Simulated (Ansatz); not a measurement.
# BH6NSn: up Jacob's ladder to CCSD(T)

Aim: compute BH6NSn with functionals from several rungs and with coupled cluster, and see how far each lands from CCSD(T) at the basis-set limit for the atomisation energy.

Method: functionals in def2-TZVPP, the program's frozen cores in correlated methods; program: Ansatz 0.2.0, Gaussian basis.

Levels to be run: LDA (SPW92), PBE-D4, revPBE-D4, BLYP-D4, r2SCAN-D4, B97M-V, PBE0-D4, B3LYP-D4, r2SCANh-D4, r2SCAN0-D4, HSE06-D4, BHLYP-D4, CAM-B3LYP-D4, LC-ωPBE, ωB97X-V, ωB97M-V, B2PLYP, PBE-QIDH; CCSD(T)/def2-SVP; CCSD(T)/def2-TZVPP; MP2/def2-QZVPP; extrapolation to the limit; RPA on PBE.

### 1 The geometry

The geometry comes from an earlier relaxation with PBE0-D4 in a triple-zeta def2 set; it is a stationary point, not always the lowest conformer. Sn takes the def2 core potential; no spin-orbit term is included.

SMILES `[BH2][SnH2][NH2]`, 9 atoms, charge 0, spin multiplicity 1.

Atoms are counted from 1 here; the program's logs count them from 0.

Bond lengths: B1–Sn2 2.242 Å, B1–H4 1.194 Å, B1–H5 1.194 Å, Sn2–N3 2.040 Å, Sn2–H6 1.710 Å, Sn2–H7 1.725 Å, N3–H8 1.012 Å, N3–H9 1.012 Å. Angles: Sn2–B1–H4 120.9°, Sn2–B1–H5 120.7°, H4–B1–H5 118.4°, B1–Sn2–N3 108.5°, B1–Sn2–H6 114.5°, B1–Sn2–H7 110.5°, N3–Sn2–H6 104.3°, N3–Sn2–H7 112.0°, H6–Sn2–H7 106.9°, Sn2–N3–H8 112.9°, Sn2–N3–H9 113.3°, H8–N3–H9 107.1°.

### 2 LDA

This LDA is Slater exchange with PW92 correlation.

File in.yaml:

```yaml
crystal:
  periodic: [false, false, false]
  atoms:
    - {symbol: B, position_ang: [-1.173105, 0.583400, -1.329898]}
    - {symbol: Sn, position_ang: [0.620339, 0.352507, -0.004934]}
    - {symbol: N, position_ang: [0.142444, -0.924142, 1.512760]}
    - {symbol: H, position_ang: [-2.092131, -0.175388, -1.254560]}
    - {symbol: H, position_ang: [-1.223724, 1.457388, -2.142030]}
    - {symbol: H, position_ang: [1.107162, 1.787512, 0.787993]}
    - {symbol: H, position_ang: [1.976704, -0.203720, -0.914729]}
    - {symbol: H, position_ang: [-0.181626, -1.824475, 1.181982]}
    - {symbol: H, position_ang: [0.912336, -1.099481, 2.146314]}
basis:
  gaussian: {orbitals: def2-TZVPP}
hamiltonian: {xc: lda}
output: {orbitals: {seedname: orbitals}}
```

Command:

```console
$ ansatz run in.yaml --threads 2 --pin off --events-out ev --progress --plain --max-ram 4352MiB
```

Further steps of the session: PBE-D4 (GGA); revPBE-D4 (GGA); BLYP-D4 (GGA); r2SCAN-D4 (meta-GGA); B97M-V (meta-GGA); PBE0-D4 (hybrid); B3LYP-D4 (hybrid); r2SCANh-D4 (hybrid); r2SCAN0-D4 (hybrid); HSE06-D4 (hybrid); BHLYP-D4 (hybrid); CAM-B3LYP-D4 (range-separated); LC-ωPBE (range-separated); ωB97X-V (range-separated); ωB97M-V (range-separated); B2PLYP (double hybrid); PBE-QIDH (double hybrid); CCSD(T) in def2-SVP; CCSD(T) in def2-TZVPP; MP2 in def2-QZVPP; RPA on PBE orbitals.

**Question.** What will the summary of the whole plan be? Wanted: atomisation energy, CCSD(T)/CBS; farthest beyond LDA; mean size of error, GGA; mean size of error, meta-GGA; mean size of error, hybrid; mean size of error, range-separated; mean size of error, double hybrid; gap, smallest and largest; T1 diagnostic.

The runs gave:

```
                               quantity                                                                         value
        atomisation energy, CCSD(T)/CBS                                                                     26.523 eV
    functionals within 0.265 eV (1.0 %)  PBE-D4, BLYP-D4, r2SCAN-D4, B97M-V, B3LYP-D4, CAM-B3LYP-D4, ωB97X-V, ωB97M-V
                    farthest beyond LDA                                                         revPBE-D4 (-0.621 eV)
                mean size of error, GGA                                                                      0.272 eV
           mean size of error, meta-GGA                                                                      0.207 eV
             mean size of error, hybrid                                                                      0.372 eV
    mean size of error, range-separated                                                                      0.151 eV
      mean size of error, double hybrid                                                                      0.480 eV
              gap, smallest and largest                                      1.94 eV (LDA (SPW92)), 9.57 eV (LC-ωPBE)
                          T1 diagnostic                                                                        0.0127
triples share of the correlation energy                                                                         3.1 %
```

The LDA atomisation energy is off by 3.348 eV (13 %): it overbinds. PBE-D4 misses by -0.018 eV. Double hybrids carry the basis error of their MP2 part in triple zeta, and no dispersion term here, so their miss is partly the set-up's. The rungs range-separated, meta-GGA miss on average by less than the doubt on the reference (0.265 eV), so they tie. The reference freezes the cores and leaves out spin-orbit coupling and excitations past (T), and its outer-core shells are covered unevenly, so misses under about 0.265 eV can't be ranked. All levels share the lack of spin-orbit coupling, which lowers the free heavy atoms and so the true binding. Hartree-Fock recovers 71 % of the binding; the rest is correlation. CCSD(T) in def2-SVP is off by -2.105 eV, worse than the median functional, from the basis alone. Orbital gaps span 1.9 to 9.6 eV; exact exchange widens them. Correlated methods include outer-core shells of Sn, which these sets cover unevenly.
